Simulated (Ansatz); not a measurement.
# ClGeH5O: the cost of one run

Method: RHF/def2-SVP, in Ansatz 0.2.0.

## 1. Starting point

Bond lengths: Ge1–H3 1.550 Å, Ge1–O4 1.769 Å, O4–H5 1.010 Å, Ge1–H6 1.549 Å, Ge1–Cl7 2.520 Å. Angles: H3–Ge1–O4 109.5°, H3–Ge1–H6 109.5°, H3–Ge1–Cl7 75.6°, O4–Ge1–H6 109.5°, O4–Ge1–Cl7 64.5°, H6–Ge1–Cl7 173.5°, Ge1–O4–H5 109.5°.

Structure file:

```xyz
8

Ge    0.0000    0.0000    0.0000
H     0.0000    0.0000    1.9000
H     1.4616    0.0000   -0.5162
O    -0.8337    1.4443   -0.5894
H    -1.7915    1.2136   -0.8118
H    -0.7300   -1.2648   -0.5162
Cl    0.9447    2.1969    0.7946
H     0.3872    0.9005    1.9424
```

## 2. A restrained relaxation towards end A

Springs on the bonds that form and break draw the guess towards this end; the thresholds are loose.

Input file input.yaml:

```yaml
crystal:
  periodic: [false, false, false]
  atoms:
    - { symbol: Ge, position_ang: [0.0, 0.0, 0.0] }
    - { symbol: H, position_ang: [0.0, 0.0, 1.9] }
    - { symbol: H, position_ang: [1.4616, 0.0, -0.5162] }
    - { symbol: O, position_ang: [-0.8337, 1.4443, -0.5894] }
    - { symbol: H, position_ang: [-1.7915, 1.2136, -0.8118] }
    - { symbol: H, position_ang: [-0.73, -1.2648, -0.5162] }
    - { symbol: Cl, position_ang: [0.9447, 2.1969, 0.7946] }
    - { symbol: H, position_ang: [0.3872, 0.9005, 1.9424] }
basis:
  gaussian: { orbitals: def2-SVP }
hamiltonian:
  xc: hf
relax:
  f_tol: 0.15
  max_steps: 25
  restrain:
    - { distance: [0, 6], at: 3.42, k: 30.0 }
    - { distance: [7, 1], at: 1.86, k: 30.0 }
    - { distance: [0, 1], at: 1.55, k: 30.0 }
    - { distance: [7, 6], at: 1.37, k: 30.0 }
```

Run with:

```
$ ansatz run input.yaml --threads 1 --pin off --max-ram 2048MiB --backend cpu --events-out ev --progress --plain --runs-dir out
```

**Question.** How long does this run take on 1 thread of Arm Neoverse V1, shared host, and how much memory does it need?

About 23 s, with a peak of 0.17 GiB.
